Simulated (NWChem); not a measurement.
**One shape, several levels: CH3ClFSc (SMILES [CH3][Sc]([F])[Cl])**

We compute a comparison of 3 runs (HF/STO-3G, HF/3-21G, B3LYP/6-31G*) of CH3ClFSc. 

The calculation is run with NWChem 7.3.0.

### Step 1. Starting point

CH3ClFSc: 7 atoms, total charge 0, spin state singlet. As SMILES, `[CH3][Sc]([F])[Cl]`. The coordinates come from a PBE0-D4/def2-TZVP relaxation.

Bond lengths: C1–Sc2 2.156 Å, Sc2–F3 1.831 Å, Sc2–Cl4 2.307 Å, C1–H5 1.097 Å, C1–H6 1.096 Å, C1–H7 1.099 Å. Angles: C1–Sc2–F3 115.8°, C1–Sc2–Cl4 118.1°, F3–Sc2–Cl4 126.1°, Sc2–C1–H5 111.3°, Sc2–C1–H6 113.5°, Sc2–C1–H7 110.2°, H5–C1–H6 108.1°, H5–C1–H7 106.4°, H6–C1–H7 107.0°.

### Step 2. Energy and gradient at HF/STO-3G (run 1)

Contents of a.nw:

```
start a
title "CH3ClFSc"
memory 2200 mb

geometry units au noautosym nocenter noautoz
  C     -0.39022844     1.89010407     0.01360603
  Sc     0.59545270    -2.06036839     0.17309891
  F      3.44969504    -2.82759720     1.97098435
  Cl    -1.91656024    -4.89042224    -1.99347209
  H     -2.44625047     2.15579956     0.05423514
  H      0.43331420     3.00768810     1.54957542
  H      0.27457721     2.72479610    -1.76821673
end

basis spherical bse
  * library STO-3G
end

scf
  thresh 1e-08
  maxiter 80
  print low
end

task scf gradient
```

Started as:

```
$ nwchem a.nw > a.out
```

What it wrote:

```text
[...]
  functions       =    40
[...]
  wavefunction    = RHF
[...]
         Total SCF energy =  -1344.166134549339
      One-electron energy =  -2335.944901292574
      Two-electron energy =    748.154058894155
 Nuclear repulsion energy =    243.624707849080
        Time for solution =      2.6s
[...]
                         RHF ENERGY GRADIENTS
    atom               coordinates                        gradient
                 x          y          z           x          y          z
   1 C      -0.390228   1.890104   0.013606    0.010673  -0.039840   0.002695
   2 Sc      0.595453  -2.060368   0.173099   -0.009417   0.034238  -0.001750
   3 F       3.449695  -2.827597   1.970984   -0.006283   0.003209  -0.003958
   4 Cl     -1.916560  -4.890422  -1.993472    0.004172   0.004979   0.003491
   5 H      -2.446250   2.155800   0.054235   -0.008626  -0.003234   0.000058
   6 H       0.433314   3.007688   1.549575    0.005388   0.000946   0.007474
   7 H       0.274577   2.724796  -1.768217    0.004092  -0.000298  -0.008009
 Task  times  cpu:        4.0s     wall:        4.0s
 Total times  cpu:        4.0s     wall:        4.0s
```

Run time: 4.8 s. Hardware: 1 thread of Intel Xeon 6975P-C (Granite Rapids), shared host; peak memory 0.096 GiB.

### Step 3. Energy and gradient at HF/3-21G (run 2)

Contents of run.py:

```python
from ase import Atoms
from ase.calculators.nwchem import NWChem

atoms = Atoms(['C', 'Sc', 'F', 'Cl', 'H', 'H', 'H'], positions=[
    [-0.206500, 1.000200, 0.007200],
    [0.315100, -1.090300, 0.091600],
    [1.825500, -1.496300, 1.043000],
    [-1.014200, -2.587900, -1.054900],
    [-1.294500, 1.140800, 0.028700],
    [0.229300, 1.591600, 0.820000],
    [0.145300, 1.441900, -0.935700],
])

calc = NWChem(
    label='job',
    theory='scf',
    memory='2200 mb',
    basis='3-21G',
    basispar='spherical bse',
    scf={'nopen': '0', 'rhf': None, 'thresh': '1e-08', 'maxiter': '80'},
)
atoms.calc = calc

forces = atoms.get_forces()
e = atoms.get_potential_energy()
print(f"E = {e:.6f} eV")
print("forces (eV/A):")
for s, f in zip(atoms.symbols, forces):
    print(f"{s:2s} {f[0]:10.5f} {f[1]:10.5f} {f[2]:10.5f}")
print("dipole (e A):", atoms.get_dipole_moment().round(4))
```

Started as:

```
$ export ASE_NWCHEM_COMMAND="nwchem PREFIX.nwi > PREFIX.nwo"
$ python run.py
```

What it wrote:

```text
E = -36785.130368 eV
forces (eV/A):
C    -0.08994    0.40793   -0.04880
Sc    1.52497    0.26606    1.08552
F    -0.87716    0.17370   -0.56122
Cl   -0.58086   -0.76927   -0.51628
H     0.18193    0.03564    0.01861
H    -0.09755   -0.08551   -0.12804
H    -0.06140   -0.02859    0.15026
dipole (e A): [0.1911 0.4067 0.2214]
```

The calculator wrote job.nwi:

```
title "job"

permanent_dir job

scratch_dir job

start job

geometry units angstrom nocenter noautosym noautoz
  C  -2.0649999999999999e-01 1.0002000000000000e+00 7.1999999999999998e-03
  Sc 3.1509999999999999e-01 -1.0903000000000000e+00 9.1600000000000001e-02
  F  1.8254999999999999e+00 -1.4963000000000000e+00 1.0429999999999999e+00
  Cl -1.0142000000000000e+00 -2.5878999999999999e+00 -1.0548999999999999e+00
  H  -1.2945000000000000e+00 1.1408000000000000e+00 2.8700000000000000e-02
  H  2.2930000000000000e-01 1.5915999999999999e+00 8.1999999999999995e-01
  H  1.4530000000000001e-01 1.4419000000000000e+00 -9.3569999999999998e-01
end

memory 2200 mb

basis spherical bse noprint
   * library 3-21G
end

scf
  nopen 0
  rhf
  thresh 1e-08
  maxiter 80
end

task scf gradient
```

job.nwo:

```text
Northwest Computational Chemistry Package (NWChem) 7.3.0
             --------------------------------------------------------

           Job information
           ---------------

    nwchem branch   = 7.3.0
    use scalapack   = T
    input           = job.nwi
    prefix          = job.
    data base       = job/job.db
    status          = startup
    nproc           =        1

           Memory information
           ------------------

[... 5 lines left out ...]
    hardfail = no
[... 139 lines left out ...]
         Quadratically convergent ROHF
[... 14 lines left out ...]
       Final RHF  results
[... 4 lines left out ...]
      Two-electron energy =    749.484454662499
[... 47 lines left out ...]
                       ROHF Final Molecular Orbital Analysis
[... 282 lines left out ...]
                 ----------------------------------------
                 |  Time  |  1-e(secs)   |  2-e(secs)   |
                 ----------------------------------------
                 |  CPU   |       0.00   |       1.54   |
                 ----------------------------------------
                 |  WALL  |       0.00   |       1.54   |
                 ----------------------------------------

 Task  times  cpu:        4.7s     wall:        4.7s
 Total times  cpu:        4.8s     wall:        4.8s
```

Run time: 5.7 s. Hardware: 1 thread of Intel Xeon 6975P-C (Granite Rapids), shared host; peak memory 0.096 GiB.

### Step 4. Energy and forces at B3LYP/6-31G(d) (Cartesian functions) (run 3)

Contents of run.py:

```python
from ase import Atoms
from ase.calculators.nwchem import NWChem

system = Atoms('CScFClHHH', positions=[
    [-0.206500, 1.000200, 0.007200],
    [0.315100, -1.090300, 0.091600],
    [1.825500, -1.496300, 1.043000],
    [-1.014200, -2.587900, -1.054900],
    [-1.294500, 1.140800, 0.028700],
    [0.229300, 1.591600, 0.820000],
    [0.145300, 1.441900, -0.935700],
])

calc = NWChem(
    label='struct',
    theory='dft',
    memory='2200 mb',
    basis='6-31G*',
    dft={'xc': 'b3lyp', 'mult': '1', 'grid': 'fine', 'convergence': 'energy 1e-08', 'iterations': '100', 'mulliken': None},
)
system.calc = calc

forces = system.get_forces()
e = system.get_potential_energy()
print(f"E = {e:.6f} eV")
print("forces (eV/A):")
for s, f in zip(system.symbols, forces):
    print(f"{s:2s} {f[0]:10.5f} {f[1]:10.5f} {f[2]:10.5f}")
print("dipole (e A):", system.get_dipole_moment().round(4))
```

Started as:

```
$ export ASE_NWCHEM_COMMAND="nwchem PREFIX.nwi > PREFIX.nwo"
$ python run.py
```

What it wrote:

```text
E = -37028.990647 eV
forces (eV/A):
C     0.01532   -0.06160    0.00658
Sc    0.53284   -0.01975    0.36037
F    -0.36258    0.09086   -0.23083
Cl   -0.14758   -0.19710   -0.13210
H    -0.11246    0.04361    0.00823
H     0.03774    0.07909    0.08814
H     0.03666    0.06489   -0.10038
dipole (e A): [0.1118 0.2938 0.1444]
```

The calculator wrote struct.nwi:

```
title "struct"

permanent_dir struct

scratch_dir struct

start struct

geometry units angstrom nocenter noautosym noautoz
  C  -2.0649999999999999e-01 1.0002000000000000e+00 7.1999999999999998e-03
  Sc 3.1509999999999999e-01 -1.0903000000000000e+00 9.1600000000000001e-02
  F  1.8254999999999999e+00 -1.4963000000000000e+00 1.0429999999999999e+00
  Cl -1.0142000000000000e+00 -2.5878999999999999e+00 -1.0548999999999999e+00
  H  -1.2945000000000000e+00 1.1408000000000000e+00 2.8700000000000000e-02
  H  2.2930000000000000e-01 1.5915999999999999e+00 8.1999999999999995e-01
  H  1.4530000000000001e-01 1.4419000000000000e+00 -9.3569999999999998e-01
end

memory 2200 mb

basis noprint
   * library 6-31G*
end

dft
  xc b3lyp
  mult 1
  grid fine
  convergence energy 1e-08
  iterations 100
  mulliken
end

task dft gradient
```

struct.nwo:

```text
Northwest Computational Chemistry Package (NWChem) 7.3.0
             --------------------------------------------------------

           Job information
           ---------------

    nwchem branch   = 7.3.0
    use scalapack   = T
    input           = struct.nwi
    prefix          = struct.
    data base       = struct/struct.db
    status          = startup
    nproc           =        1

           Memory information
           ------------------

[... 5 lines left out ...]
    hardfail = no
[... 110 lines left out ...]
  convergence criterion.
[... 44 lines left out ...]
          Spatial weights used:  Erf1
[... 32 lines left out ...]
 1-e energy   =   -2351.141323
[... 47 lines left out ...]
           Coulomb energy =      835.581506522614
[... 771 lines left out ...]
          Convergence on density requested:  1.00D-05
[... 30 lines left out ...]
          total energy or number of iterations.
[... 38 lines left out ...]
                 ----------------------------------------
                 |  Time  |  1-e(secs)   |  2-e(secs)   |
                 ----------------------------------------
                 |  CPU   |       0.01   |       9.92   |
                 ----------------------------------------
                 |  WALL  |       0.01   |       9.92   |
                 ----------------------------------------

 Task  times  cpu:       31.8s     wall:       31.8s
 Total times  cpu:       31.8s     wall:       31.8s
```

It took 33 s on 1 thread of Intel Xeon 6975P-C (Granite Rapids), shared host; peak memory 0.13 GiB.

### Step 5. All runs side by side

```
run                               level  Cartesian functions  iteration cap   energy (Eh)  largest force (eV/Å)  wall time
  1                           HF/STO-3G                   no             80  -1344.166135                 2.125      4.8 s
  2                            HF/3-21G                   no             80  -1351.828618                 1.891      5.7 s
  3  B3LYP/6-31G* (Cartesian functions)                  yes            100  -1360.790318                 0.644       33 s
```

### Step 6. Results

```
                       quantity           value
            run 3: total energy  -1360.79032 Eh
           run 3: dipole moment          1.66 D
             run 3: HOMO energy        -7.21 eV
             run 3: LUMO energy        -2.72 eV
           run 3: HOMO–LUMO gap         4.48 eV
run 3: largest force on an atom      0.644 eV/Å
```

**Reading.** In run 1 the basis is minimal, so the values are rough. All runs together took 43 s, the longest 33 s.
